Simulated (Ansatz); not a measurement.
# [MoO4]2-: the relaxed shape and its frontier levels

What does [MoO4]2- look like as a singlet, and where do its frontier electrons sit?

Method: RKS PBE0-D4/def2-TZVPD; program: Ansatz 0.2.0, Gaussian basis.

Levels to be run: relaxation at PBE-D4/def2-SVPD; a search for the lowest solution at PBE0-D4/def2-SVP; a single point at PBE0-D4/def2-TZVPD; harmonic vibrations at PBE-D4/def2-SVPD.

1 further run of the same task is left out (set aside as unsound or not needed). Runs told in other sessions of the task aren't counted.

## (1) Where the work starts

5 atoms, charge -2, spin multiplicity 1.

Atoms are counted from 1 here; the program's logs count them from 0.

Bond lengths: Mo1–O2 1.700 Å, Mo1–O3 1.700 Å, Mo1–O4 1.700 Å, Mo1–O5 1.700 Å. Angles: O2–Mo1–O3 109.5°, O2–Mo1–O4 109.5°, O2–Mo1–O5 109.5°, O3–Mo1–O4 109.4°, O3–Mo1–O5 109.4°, O4–Mo1–O5 109.6°.

Formally the metal is d0. Mo takes a core potential in the def2 sets. No spin-orbit coupling is included. The ion is computed in the gas phase, without counter-ions or solvent.

The start is a GFN2-xTB (ALPB water) geometry.

## (2) Relaxation at PBE-D4/def2-SVPD

The input, in.yaml:

```yaml
crystal:
  periodic: [false, false, false]
  atoms:
    - {symbol: Mo, position_ang: [-0.000770, -0.000020, 0.000380]}
    - {symbol: O, position_ang: [0.010420, -0.017700, 1.700210]}
    - {symbol: O, position_ang: [1.598490, 0.010230, -0.576940]}
    - {symbol: O, position_ang: [-0.807910, 1.392550, -0.547160]}
    - {symbol: O, position_ang: [-0.800230, -1.385070, -0.576500]}
basis:
  gaussian: {orbitals: def2-SVPD}
total_charge: -2
hamiltonian: {xc: pbe, dispersion: d4}
scf: {lower_state_search: "off"}
output: {orbitals: {seedname: orbitals}}
relax: {f_tol: 0.02, max_steps: 100}
```

The run is started by

```bash
$ ansatz run in.yaml --threads 4 --pin off --events-out ev --progress --plain --max-ram 3916MiB
```

After this run come: Searching for the lowest solution, PBE0-D4/def2-SVP; Single point, PBE0-D4/def2-TZVPD; Vibrations by finite differences.

**Question.** What will the summary of the whole plan be? Wanted: point group; near neighbours of the metal; HOMO, LUMO at PBE0-D4/def2-TZVPD; charge on the metal; lowest, highest wavenumber.

**Answer**, as computed:

```
                                          quantity                             value
                                       point group                                Td
                      near neighbours of the metal  O 1.79, O 1.79, O 1.79, O 1.79 Å
                  HOMO, LUMO at PBE0-D4/def2-TZVPD                     2.34, 7.20 eV
charge on the metal (Mulliken, PBE0-D4/def2-TZVPD)                           +2.53 e
                        lowest, highest wavenumber                     291, 839 cm⁻¹
```

In words: The molecule keeps its bonding pattern by the stored test; the atoms moved 0.08 Å (rms). The Mulliken charge of the metal, +2.53 e, depends on the basis and isn't its oxidation state. All wavenumbers are real: a minimum at this level. The HOMO lies nearest to O3, O5 about 33 % each; O4 28 % and the LUMO to 4 O atoms about 25 % each. Doubts on the single point: highest occupied level lies above zero. Whether this spin is the lowest isn't tested here.

A small anion of this charge may not be bound in the gas phase; the finite basis can hold electrons that would leave.
